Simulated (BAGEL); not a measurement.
# GeSiH5Cl (SMILES [SiH3][GeH2][Cl]) at B3LYP/6-31G(d) (density fitting with qzvpp-jkfit, spherical functions)

Aim: the energy change on altering one bond length of GeSiH5Cl at B3LYP/6-31G* (density fitting with qzvpp-jkfit, spherical functions), from 2 runs. 

The calculation is run with BAGEL 1.2.2.

## 1. The system as given

The species is GeSiH5Cl (8 atoms), meant as a singlet with charge 0. As SMILES, `[SiH3][GeH2][Cl]`. The shape is that of a PBE0-D4/def2-TZVP optimisation.

Bond lengths: Si1–Ge2 2.380 Å, Ge2–Cl3 2.169 Å, Si1–H4 1.487 Å, Si1–H5 1.484 Å, Si1–H6 1.484 Å, Ge2–H7 1.537 Å, Ge2–H8 1.537 Å. Some angles: Si1–Ge2–Cl3 106.5°, Si1–Ge2–H7 114.0°, Si1–Ge2–H8 114.0°, Cl3–Ge2–H7 106.1°, Cl3–Ge2–H8 106.1°, Ge2–Si1–H4 109.5°, Ge2–Si1–H5 108.9°, Ge2–Si1–H6 108.9°, H7–Ge2–H8 109.6°, H4–Si1–H5 109.7°.

## 2. A single-point energy at B3LYP/6-31G(d) (density fitting with qzvpp-jkfit, spherical functions)

File calc.json:

```json
{ "bagel" : [

{
  "title" : "molecule",
  "basis" : "6-31gs.json",
  "df_basis" : "qzvpp-jkfit",
  "angstrom" : true,
  "geometry" : [
    { "atom" : "Si", "xyz" : [   -0.863600,    0.827300,   -0.302500 ] },
    { "atom" : "Ge", "xyz" : [    0.738300,   -0.882000,    0.118400 ] },
    { "atom" : "Cl", "xyz" : [    1.963100,   -0.183700,    1.766200 ] },
    { "atom" : "H", "xyz" : [   -1.744900,    0.416200,   -1.427300 ] },
    { "atom" : "H", "xyz" : [   -0.149800,    2.078700,   -0.658900 ] },
    { "atom" : "H", "xyz" : [   -1.678500,    1.035600,    0.920200 ] },
    { "atom" : "H", "xyz" : [    1.703100,   -1.135200,   -1.051200 ] },
    { "atom" : "H", "xyz" : [    0.124600,   -2.213900,    0.579200 ] }
  ]
},
{ "title" : "ks", "xc_func" : "b3lyp" },
{ "title" : "print", "file" : "orbitals.molden", "orbitals" : true }

]}
```

The basis set 6-31G* is read from a file made from the Basis Set Exchange's data (not shown).

Launch:

```
$ BAGEL_NUM_THREADS=1 BAGEL calc.json > calc.out
```

Log:

```text
* using 1 threads per process

  ===============================================================
  ===============================================================

  *** Geometry ***

  { "atom" : "Si", "xyz" : [     -1.631967,      1.563370,     -0.571642 ] },
  { "atom" : "Ge", "xyz" : [      1.395185,     -1.666738,      0.223744 ] },
  { "atom" : "Cl", "xyz" : [      3.709721,     -0.347143,      3.337634 ] },
  { "atom" : "H", "xyz" : [     -3.297383,      0.786504,     -2.697206 ] },
  { "atom" : "H", "xyz" : [     -0.283081,      3.928174,     -1.245141 ] },
  { "atom" : "H", "xyz" : [     -3.171905,      1.957000,      1.738926 ] },
  { "atom" : "H", "xyz" : [      3.218393,     -2.145217,     -1.986480 ] },
  { "atom" : "H", "xyz" : [      0.235460,     -4.183665,      1.094529 ] },

  Number of auxiliary basis functions:      612

  Since a DF basis is specified, we compute 2- and 3-index integrals:
    o Being stored without compression. Storage requirement is 0.030 GB

  Number of basis functions:       78
  Number of electrons      :       68

    * METHOD: MOLECULE                             0.71

  *** Kohn-Sham DFT ***

    * Removing 13489 points whose weight is below 1.00e-10
    * Grid points: 105759

  === Nuclear Repulsion ===
   338.3656431849

       - DIIS with orbital gradients will be used.

  === KS iteration (b3lyp / 6-31gs.json) ===
      0      -2738.64792920          0.11470655           0.69
      1      -2529.76983154          0.18550404           0.67
      2      -2620.09134092          0.08043122           0.67
      3      -2576.52911922          0.18112100           0.67
      4      -2594.03731637          0.34694757           0.67
      5      -2625.17388304          0.18482983           0.67
      6      -2671.35043317          0.16819511           0.67
      7      -2579.03395436          0.17697658           0.67
      8      -2625.48639125          0.10936902           0.67
      9      -2718.09440693          0.13553074           0.67
[... 17 lines of this table left out ...]
     27      -2829.49156119          0.00000010           0.68
     28      -2829.49156119          0.00000004           0.68
     29      -2829.49156119          0.00000001           0.68
     30      -2829.49156119          0.00000000           0.68
    * SCF iteration converged.

    * Permanent dipole moment:
           (    0.628777,     0.136094,     0.698638) a.u.

    * METHOD: KS                                  21.66

    * METHOD: PRINT                                0.02

  ===============================================================
```

Wall time 23 s (1 thread of Arm Neoverse N1, shared host); peak memory 0.46 GiB.

## 3. The distorted shape at the same level

File job.json:

```json
{ "bagel" : [

{
  "title" : "molecule",
  "basis" : "6-31gs.json",
  "df_basis" : "qzvpp-jkfit",
  "angstrom" : true,
  "geometry" : [
    { "atom" : "Si", "xyz" : [      -1.346022,       0.953906,       0.282326 ] },
    { "atom" : "Ge", "xyz" : [       0.255878,      -0.755394,       0.703226 ] },
    { "atom" : "Cl", "xyz" : [       1.480678,      -0.057094,       2.351026 ] },
    { "atom" : "H", "xyz" : [      -2.227322,       0.542806,      -0.842474 ] },
    { "atom" : "H", "xyz" : [      -0.632222,       2.205306,      -0.074074 ] },
    { "atom" : "H", "xyz" : [      -2.160922,       1.162206,       1.505026 ] },
    { "atom" : "H", "xyz" : [       1.703100,      -1.135200,      -1.051200 ] },
    { "atom" : "H", "xyz" : [      -0.357822,      -2.087294,       1.164026 ] }
  ]
},

{ "title" : "ks", "xc_func" : "b3lyp" },

{ "title" : "print", "file" : "orbitals.molden", "orbitals" : true }

]}
```

The basis set 6-31G* is read from a file made from the Basis Set Exchange's data (not shown).

Launch:

```
$ BAGEL_NUM_THREADS=1 BAGEL job.json > job.out
```

Log:

```text
* using 1 threads per process

  ===============================================================
  ===============================================================

  *** Geometry ***

  { "atom" : "Si", "xyz" : [     -2.543613,      1.802621,      0.533519 ] },
  { "atom" : "Ge", "xyz" : [      0.483539,     -1.427488,      1.328905 ] },
  { "atom" : "Cl", "xyz" : [      2.798076,     -0.107892,      4.442795 ] },
  { "atom" : "H", "xyz" : [     -4.209029,      1.025755,     -1.592045 ] },
  { "atom" : "H", "xyz" : [     -1.194726,      4.167424,     -0.139980 ] },
  { "atom" : "H", "xyz" : [     -4.083551,      2.196251,      2.844087 ] },
  { "atom" : "H", "xyz" : [      3.218393,     -2.145217,     -1.986480 ] },
  { "atom" : "H", "xyz" : [     -0.676186,     -3.944414,      2.199690 ] },

  Number of auxiliary basis functions:      612

  Since a DF basis is specified, we compute 2- and 3-index integrals:
    o Being stored without compression. Storage requirement is 0.030 GB

  Number of basis functions:       78
  Number of electrons      :       68

    * METHOD: MOLECULE                             0.71

  *** Kohn-Sham DFT ***

    * Removing 13021 points whose weight is below 1.00e-10
    * Grid points: 106227

  === Nuclear Repulsion ===
   333.7563969392

       - DIIS with orbital gradients will be used.

  === KS iteration (b3lyp / 6-31gs.json) ===
      0      -2737.94969426          0.11367917           0.71
      1      -2531.84563716          0.18485032           0.68
      2      -2618.25515305          0.07840929           0.68
      3      -2578.10783267          0.18025014           0.69
      4      -2580.87215398          0.16301935           0.69
      5      -2715.03393146          0.14365335           0.69
      6      -2716.84096550          0.14213877           0.69
      7      -2716.27757535          0.15099850           0.69
      8      -2625.75120350          0.11438930           0.69
      9      -2822.21844661          0.08247268           0.69
[... 18 lines of this table left out ...]
     28      -2829.42441837          0.00000046           0.68
     29      -2829.42441837          0.00000014           0.69
     30      -2829.42441837          0.00000003           0.68
     31      -2829.42441837          0.00000001           0.68
    * SCF iteration converged.

    * Permanent dipole moment:
           (    0.964708,    -0.041316,     0.271763) a.u.

    * METHOD: KS                                  22.73

    * METHOD: PRINT                                0.02

  ===============================================================
```

It took 24 s on 1 thread of Arm Neoverse N1, shared host; peak memory 0.46 GiB.

## 4. Outcome

Level: B3LYP/6-31G* (density fitting with qzvpp-jkfit, spherical functions).

| quantity | value |
| --- | --- |
| first shape: total energy | -2829.49156 Eh |
| first shape: dipole moment | 2.41 D |
| first shape: HOMO energy | -7.81 eV |
| first shape: LUMO energy | -0.79 eV |
| first shape: HOMO–LUMO gap | 7.03 eV |
| distorted shape: total energy | -2829.42442 Eh |
| distorted shape: dipole moment | 2.55 D |
| distorted shape: HOMO energy | -7.41 eV |
| distorted shape: LUMO energy | -2.28 eV |
| distorted shape: HOMO–LUMO gap | 5.13 eV |
| energy change with the Ge2–H7 bond stretched from 1.537 to 2.306 Å | 1.827 eV |

In words: With the Ge2–H7 bond stretched from 1.537 to 2.306 Å the energy rises by 1.83 eV (176 kJ/mol). The first shape isn't relaxed at this level, so the change isn't measured from a minimum.
